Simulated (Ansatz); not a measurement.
**HfC: squeezing one contact**

The task here is to estimate one member of a computed series from the others.

Program: Ansatz 0.2.0. Level of theory: DFT PBEsol, with the methods named in each step. These are calculated values, not measurements.

## Starting point

The structure is cubic, space group Fm-3m (No. 225). The conventional cell has a = 4.650 Å, b = 4.650 Å, c = 4.650 Å, α = 90.00°, β = 90.00°, γ = 90.00°. Hf (site symmetry m-3m) has 6 C at 2.33 Å as nearest neighbours. C (site symmetry m-3m) has 6 Hf at 2.33 Å as nearest neighbours.

Coordinates:

```cif
data_structure
_symmetry_space_group_name_H-M 'Fm-3m'
_symmetry_Int_Tables_number 225
_cell_length_a 4.6500
_cell_length_b 4.6500
_cell_length_c 4.6500
_cell_angle_alpha 90.000
_cell_angle_beta 90.000
_cell_angle_gamma 90.000
_cell_volume 100.54
loop_
_atom_site_label
_atom_site_type_symbol
_atom_site_symmetry_multiplicity
_atom_site_Wyckoff_symbol
_atom_site_fract_x
_atom_site_fract_y
_atom_site_fract_z
_atom_site_occupancy
Hf1 Hf 4 b 0.50000 0.00000 0.00000 1
C1 C 4 a 0.00000 0.00000 0.00000 1
```

The file gives the conventional cell by its symmetry; the runs use the cell typed in the input.

Atoms are numbered in the order of the input: Hf1, C2.

Set-up of the first run:

The input, input.yaml:

```yaml
crystal:
  lattice:
    - [0.0, 2.325, 2.325]
    - [2.325, 0.0, 2.325]
    - [2.325, 2.325, 0.0]
  atoms:
    - { symbol: Hf, position: [0.5, 0.5, 0.5] }
    - { symbol: C, position: [0.0, 0.0, 0.0] }
kpoints:
  mp_grid: { grid: [11, 11, 11] }
scf:
  occupations: { method: fermi_dirac, width: 0.05 }
hamiltonian:
  xc: pbesol
  pseudopotentials: { kind: paw }
output:
  forces: true
  stress: true
  eigenvalues: true
  efg: { contact_densities: true }
  populations: true
```

Started as:

```console
$ ansatz run input.yaml --threads 1 --pin off --max-ram 2048MiB --backend cpu --events-out ev --progress --plain --runs-dir out
```

Steps of the session up to this table: Shortest bond scaled by 1, PAW; Shortest bond scaled by 0.88, PAW; Shortest bond scaled by 0.76, PAW; Shortest bond scaled by 0.7, PAW; Shortest bond scaled by 0.58, PAW; Shortest bond scaled by 0.58, PAW (source ansatz).

One of the session's tables, all rows but one given; the rest of the session is left out.

| method | length (Å) | F from the given length (eV/cell) | force along the bond (eV/Å) | pressure (GPa) | largest force (eV/Å) |
| --- | --- | --- | --- | --- | --- |
| PAW | 1.349 | 12.920 | 50.580 | 132.83 | 50.580 |
| PAW | 1.627 | 4.048 | 18.609 | 53.41 | 18.609 |
| PAW | 1.767 | 2.039 | 10.786 | 29.21 | 10.786 |
| PAW | 2.046 | ? | ? | ? | ? |
| PAW | 2.325 | 0.000 | 0.000 | -6.48 | 0.000 |
| PAW (source ansatz) | 1.349 | – | 50.249 | 131.82 | 50.249 |

Q: Estimate the row for PAW, 2.046 from the others.

As computed: F from the given length (eV/cell): 0.330; force along the bond (eV/Å): 2.817; pressure (GPa): 0.99; largest force (eV/Å): 2.817.

Limits of these values: Warnings in the runs' records: gradients without spin orbit.
